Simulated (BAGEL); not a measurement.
**ZnNH3 (SMILES [NH2][ZnH]) at 6 levels**

Wanted: a comparison of 6 runs (HF/STO-3G, HF/3-21G, HF/def2-SVP, B3LYP/6-31G*, RI-MP2/pcseg-2) of ZnNH3. 

Program for the calculation: BAGEL 1.2.2.

5 further runs of the same task are left out: 3 that didn't finish, 2 set aside as unsound or not needed.

### 1 The molecule

ZnNH3: 5 atoms, total charge 0, spin state singlet. SMILES: `[NH2][ZnH]`. Geometry: relaxed at PBE0-D4/def2-TZVP.

Bond lengths: N1–Zn2 1.817 Å, N1–H3 1.009 Å, N1–H4 1.009 Å, Zn2–H5 1.523 Å. Angles: N1–Zn2–H5 176.2°, Zn2–N1–H3 119.9°, Zn2–N1–H4 119.9°, H3–N1–H4 108.6°.

### 2 A single-point energy at HF/STO-3G (run 1)

Input file calc.json:

```json
{ "bagel": [

{
  "title": "molecule",
  "basis": "sto-3g",
  "df_basis": "qzvpp-jkfit",
  "angstrom": true,
  "geometry": [
    { "atom": "N", "xyz": [      -0.144000,      -0.833800,      -0.065600 ] },
    { "atom": "Zn", "xyz": [       0.344900,       0.915600,      -0.097400 ] },
    { "atom": "H", "xyz": [      -1.046100,      -1.111100,      -0.422600 ] },
    { "atom": "H", "xyz": [       0.073200,      -1.402700,       0.739000 ] },
    { "atom": "H", "xyz": [       0.822000,       2.358500,      -0.194900 ] }
  ]
},

{
  "title": "hf",
  "charge": 0,
  "df": false
},

{
  "title": "print",
  "file": "orbitals.molden",
  "orbitals": true
}

]}
```

Launch:

```bash
BAGEL_NUM_THREADS=1 BAGEL calc.json > calc.out
```

Standard output:

```text
* using 1 threads per process

  ===============================================================
  ===============================================================

  *** Geometry ***

  { "atom" : "N", "xyz" : [     -0.272121,     -1.575654,     -0.123966 ] },
  { "atom" : "Zn", "xyz" : [      0.651767,      1.730233,     -0.184059 ] },
  { "atom" : "H", "xyz" : [     -1.976842,     -2.099675,     -0.798598 ] },
  { "atom" : "H", "xyz" : [      0.138328,     -2.650719,      1.396508 ] },
  { "atom" : "H", "xyz" : [      1.553355,      4.456919,     -0.368308 ] },

  Number of auxiliary basis functions:      395

  Since a DF basis is specified, we compute 2- and 3-index integrals:
    o Being stored without compression. Storage requirement is 0.002 GB

  Number of basis functions:       26
  Number of electrons      :       40

    * METHOD: MOLECULE                             0.22

  *** RHF ***

  === Nuclear Repulsion ===
    93.4421714769

      * DIIS with orbital gradients will be used.

  === RHF iteration (sto-3g) ===
      0      -1798.37559189          0.22548763           0.11
      1      -1802.86171271          0.13340858           0.08
      2      -1801.95283747          0.12511199           0.08
[... 30 lines of this table left out ...]
     33      -1812.66837229          0.00000000           0.10
    * SCF iteration converged.

    * Permanent dipole moment:
           (    0.145950,     0.152775,    -0.101880) a.u.

    * METHOD: HF                                   3.26

    * METHOD: PRINT                                0.00

  ===============================================================
```

It took 3.9 s on 1 thread of Intel Xeon Platinum 8259CL at 2.50GHz (Skylake/Cascade Lake), shared host; peak memory 0.23 GiB.

### 3 The energy at HF/3-21G (run 2)

Input file input.json:

```json
{ "bagel" : [

{
  "title" : "molecule",
  "basis" : "3-21g",
  "df_basis" : "qzvpp-jkfit",
  "angstrom" : true,
  "geometry" : [
    { "atom" : "N", "xyz" : [   -0.144000,   -0.833800,   -0.065600 ] },
    { "atom" : "Zn", "xyz" : [    0.344900,    0.915600,   -0.097400 ] },
    { "atom" : "H", "xyz" : [   -1.046100,   -1.111100,   -0.422600 ] },
    { "atom" : "H", "xyz" : [    0.073200,   -1.402700,    0.739000 ] },
    { "atom" : "H", "xyz" : [    0.822000,    2.358500,   -0.194900 ] }
  ]
},
{
  "title" : "hf",
  "df" : false
},
{
  "title" : "print",
  "file" : "orbitals.molden",
  "orbitals" : true
}

]}
```

Launch:

```bash
BAGEL_NUM_THREADS=1 BAGEL input.json > input.out
```

Standard output:

```text
* using 1 threads per process

  ===============================================================
  ===============================================================

  *** Geometry ***

  { "atom" : "N", "xyz" : [     -0.272121,     -1.575654,     -0.123966 ] },
  { "atom" : "Zn", "xyz" : [      0.651767,      1.730233,     -0.184059 ] },
  { "atom" : "H", "xyz" : [     -1.976842,     -2.099675,     -0.798598 ] },
  { "atom" : "H", "xyz" : [      0.138328,     -2.650719,      1.396508 ] },
  { "atom" : "H", "xyz" : [      1.553355,      4.456919,     -0.368308 ] },

  Number of auxiliary basis functions:      395

  Since a DF basis is specified, we compute 2- and 3-index integrals:
    o Being stored without compression. Storage requirement is 0.006 GB

  Number of basis functions:       42
  Number of electrons      :       40

    * METHOD: MOLECULE                             0.25

  *** RHF ***

  === Nuclear Repulsion ===
    93.4421714769

      * DIIS with orbital gradients will be used.

  === RHF iteration (3-21g) ===
      0      -1823.90566374          0.04401802           0.14
      1      -1824.72576839          0.02441270           0.14
      2      -1824.83266247          0.00937175           0.10
[... 10 lines of this table left out ...]
     13      -1824.85621956          0.00000001           0.11
    * SCF iteration converged.

    * Permanent dipole moment:
           (    0.406952,     0.176271,    -0.348002) a.u.

    * METHOD: HF                                   1.91

    * METHOD: PRINT                                0.01

  ===============================================================
```

It took 2.5 s on 1 thread of Intel Xeon Platinum 8259CL at 2.50GHz (Skylake/Cascade Lake), shared host; peak memory 0.23 GiB.

Runs 3 to 5 aren't shown in full; the table further down has their settings and results.

### 4 The energy at RI-MP2/pcseg-2 (density fitting with qzvpp-jkfit) (run 6)

Input file job.json:

```json
{ "bagel" : [

{
  "title" : "molecule",
  "basis" : "pcseg-2.json",
  "df_basis" : "qzvpp-jkfit",
  "geometry" : [
    { "atom" : "N", "xyz" : [ -0.27212056, -1.57565364, -0.12396603 ] },
    { "atom" : "Zn", "xyz" : [  0.65176654,  1.73023324, -0.18405932 ] },
    { "atom" : "H", "xyz" : [ -1.97684250, -2.09967470, -0.79859826 ] },
    { "atom" : "H", "xyz" : [  0.13832795, -2.65071884,  1.39650761 ] },
    { "atom" : "H", "xyz" : [  1.55335487,  4.45691906, -0.36830762 ] }
  ]
},
{
  "title" : "hf"
},
{
  "title" : "mp2",
  "ncore" : 6
}

]}
```

The basis set pcseg-2 is read from a file made from the Basis Set Exchange's data (not shown).

Launch:

```bash
BAGEL_NUM_THREADS=1 BAGEL job.json > job.out
```

Standard output:

```text
* using 1 threads per process

  ===============================================================
  ===============================================================

  *** Geometry ***

[... 29 lines left out ...]
    * SCF iteration converged.
[... 1 line left out ...]
    * Permanent dipole moment:
[... 2 lines left out ...]
    * METHOD: HF                                   2.18

  *** RHF ***

  === Nuclear Repulsion ===
    93.4421715654

      * DIIS with orbital gradients will be used.

  === RHF iteration (pcseg-2.json) ===
      0      -1834.01664344          0.00000000           0.11
    * SCF iteration converged.

    * Permanent dipole moment:
           (    0.278278,     0.021013,    -0.262992) a.u.

  === DF-MP2 calculation ===

    * freezing 6 orbitals
    * 3-index integral transformation done
    * assembly done

      MP2 correlation energy:   -0.9375406131      0.12

      MP2 total energy:       -1834.9541840503

    * METHOD: MP2                                  0.35

  ===============================================================
```

Wall time 3.3 s (1 thread of Intel Xeon Platinum 8259CL at 2.50GHz (Skylake/Cascade Lake), shared host); peak memory 0.23 GiB.

### 5 All runs side by side

```tsv
run	level	integral approximation	task	energy (Eh)	dipole moment (D)	wall time
1	HF/STO-3G	none	energy	-1812.668372	0.60	3.9 s
2	HF/3-21G	none	energy	-1824.856220	1.43	2.5 s
3	HF/def2-SVP	none	energy	-1833.690493	1.05	8.4 s
4	B3LYP/6-31G* (density fitting with qzvpp-jkfit, spherical functions)	qzvpp-jkfit	gradient	-1835.651579	1.16	11 s
5	B3LYP/6-31G* (density fitting with qzvpp-jkfit, Cartesian functions)	qzvpp-jkfit	gradient	-1835.662140	1.21	10 s
6	RI-MP2/pcseg-2 (density fitting with qzvpp-jkfit)	qzvpp-jkfit	energy	-1834.954184	–	3.3 s
```

### 6 Results

| quantity | value |
| --- | --- |
| run 6: total energy | -1834.95418 Eh |
| run 6: correlation energy (6 core orbitals frozen) | -937.5 mEh |

**Reading.** Over runs 1, 2, 3, 4, 5 the dipole moment (its size) runs from 0.60 D (HF/STO-3G) to 1.43 D (HF/3-21G). Over runs 1, 2, 3 the HOMO–LUMO gap runs from 9.22 eV (HF/STO-3G) to 12.47 eV (HF/def2-SVP). In run 1 the basis is minimal, so the values are rough. All runs together took 39 s, the longest 11 s.
